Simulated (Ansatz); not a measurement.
# CH₄BFOSi, SMILES FC1([SiH3])BO1: a rigid torsion scan

Computed with the Python package of Ansatz (0.2.0).

Notebook, run cell by cell (the value of a cell's last expression is shown):

```python
import ansatz
from ase import Atoms
```

```python
BASIS = "cc-pVDZ"
XC = "hf"
FORCE_TOL = 0.02
```

```python
atoms = Atoms(["F", "C", "Si", "B", "O", "H", "H", "H", "H"], positions=[
    (-1.0939, -0.6336, -1.6276),
    (-0.5413, 0.0661, -0.5867),
    (1.0023, -0.6029, 0.1482),
    (-1.3849, 0.985, 0.2981),
    (-0.5029, 1.4144, -0.7883),
    (1.5268, 0.3288, 1.1999),
    (2.0804, -0.7407, -0.8853),
    (0.8035, -1.9034, 0.7527),
    (-1.8014, 1.0399, 1.4719),
])
```

```python
# relax first, so that the scan starts from a minimum
first = ansatz.Crystal.molecule_from_ase(atoms).calculation()
first = first.basis(gaussian=BASIS).functional(XC)
first = first.relax(force_tolerance=FORCE_TOL, max_steps=80)
atoms.positions = first.run(threads=1).report["positions_ang"]
```

    

```python
start = atoms.get_dihedral(0, 1, 2, 5)
energies = {}
for turn in range(0, 121, 15):
    turned = atoms.copy()
    turned.set_dihedral(0, 1, 2, 5, start + turn, indices=[2, 5, 6, 7])
    model = (
        ansatz.Crystal.molecule_from_ase(turned).calculation()
        .basis(gaussian=BASIS)
        .functional(XC)
    )
    energies[round((start + turn) % 360)] = model.run(threads=1).report["free_energy_ev"]
floor = min(energies.values())
print("dihedral F0-C1-Si2-H5 (deg)   E - E(min) (kJ/mol)")
for angle, e in sorted(energies.items()):
    print(f"{angle:8d} {96.485332 * (e - floor):14.3f}  " + "#" * int(30 * (e - floor) / max(max(energies.values()) - floor, 1e-9)))
```

    dihedral F0-C1-Si2-H5 (deg)   E - E(min) (kJ/mol)
         181          0.000
         196          1.302  ####
         211          4.498  ##############
         226          7.756  #########################
         241          9.163  ##############################
         256          7.901  #########################
         271          4.758  ###############
         286          1.606  #####
         301          0.271

The scan is rigid and the energies are electronic, in a modest basis. With rigid groups the curve can differ much from the relaxed path, the start wasn't checked as a minimum of this torsion, and equivalent turns needn't return to the same energy. The whole script took 34 s on 1 thread of Arm Neoverse V2 (shared host), peak memory 0.25 GiB.

(Lines on the test bed's own set-up are left out of the output.)
